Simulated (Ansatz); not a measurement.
Geometry optimisation, DFT PBE, scalar-relativistic, plane waves, PAW (Ansatz).

Input:

```yaml
crystal:
  lattice:
    - [0.0, 5.43, 5.43]
    - [5.43, 0.0, 5.43]
    - [5.43, 5.43, 0.0]
  atoms:
    - { symbol: Si, position: [0.0, 0.0, 0.0] }
    - { symbol: Si, position: [0.125, 0.125, 0.125] }
    - { symbol: Si, position: [0.0, 0.0, 0.5] }
    - { symbol: Si, position: [0.125, 0.125, 0.625] }
    - { symbol: Si, position: [0.0, 0.5, 0.0] }
    - { symbol: Si, position: [0.125, 0.625, 0.125] }
    - { symbol: Si, position: [0.0, 0.5, 0.5] }
    - { symbol: Si, position: [0.125, 0.625, 0.625] }
    - { symbol: Si, position: [0.5, 0.0, 0.0] }
    - { symbol: Si, position: [0.625, 0.125, 0.125] }
    - { symbol: Si, position: [0.5, 0.0, 0.5] }
    - { symbol: Si, position: [0.625, 0.125, 0.625] }
    - { symbol: Si, position: [0.5, 0.5, 0.0] }
    - { symbol: Si, position: [0.625, 0.625, 0.125] }
    - { symbol: Si, position: [0.5, 0.5, 0.5] }
    - { symbol: Si, position: [0.625, 0.625, 0.625] }
    - { symbol: Cu, position: [0.37792092, 0.37296655, 0.37610869], spin: 1.0 }
magnetization:
  spin_polarized: true
basis:
  ecutwfc: 420.0
kpoints:
  mp_grid: { grid: [2, 2, 2] }
hamiltonian:
  xc: pbe
  pseudopotentials: { kind: paw, azcp: { folder: soft_1 } }
scf:
  occupations: { method: gaussian, width: 0.02 }
  lower_state_search: "off"
relax:
  f_tol: 0.03
  max_steps: 60
  adjacent_minimum: "off"
output:
  write_density: true
  write_potential: true
  elf: true
  volumetric_format: npy
```

Launched with:

```bash
$ ansatz run input.yaml --threads 2 --pin off --max-ram 5120MiB --backend cpu --events-out ev --progress --plain --runs-dir out
```

Task: Where does it end, and by what steps?

Result: It converged. The force dipped under the threshold on the way, but the program's further checks kept it going. Limits of this set-up: coarse k mesh, a small cell, in which the defect meets its images. After 5 steps the energy has fallen by 0.053 eV; Si11 moved furthest, 0.04 Å.

```json
{"step": "0", "energy less start (eV)": "0.0000", "largest force component (eV/Å)": "0.440", "accepted": "yes"}
{"step": "1", "energy less start (eV)": "-0.0485", "largest force component (eV/Å)": "0.138", "accepted": "yes"}
{"step": "2", "energy less start (eV)": "-0.0533", "largest force component (eV/Å)": "0.024", "accepted": "yes"}
{"step": "3", "energy less start (eV)": "-0.0533", "largest force component (eV/Å)": "0.024", "accepted": "yes"}
{"step": "4", "energy less start (eV)": "-0.0528", "largest force component (eV/Å)": "0.040", "accepted": "no"}
{"step": "5", "energy less start (eV)": "-0.0533", "largest force component (eV/Å)": "0.024", "accepted": "yes"}
```

```xyz
17
Lattice="0.0000 5.4300 5.4300 5.4300 0.0000 5.4300 5.4300 5.4300 0.0000" Properties=species:S:1:pos:R:3
Si 0.002 0.000 0.001
Si 1.357 1.359 1.358
Si 2.716 2.714 -0.001
Si 4.071 4.073 1.349
Si 2.714 0.000 2.713
Si 4.072 1.347 4.073
Si 5.447 2.697 2.698
Si 6.796 4.073 4.074
Si -0.001 2.715 2.716
Si 1.350 4.073 4.071
Si 2.694 5.451 2.693
Si 4.073 6.793 4.072
Si 2.696 2.695 5.449
Si 4.074 4.073 6.795
Si 5.452 5.451 5.451
Si 6.787 6.788 6.788
Cu 4.068 4.092 4.077
```

Whether the end is a true minimum wasn't checked by a vibrational analysis.

The run took 55 s on 2 threads of Arm Neoverse V2, with other jobs on the host, peak memory 0.74 GiB.
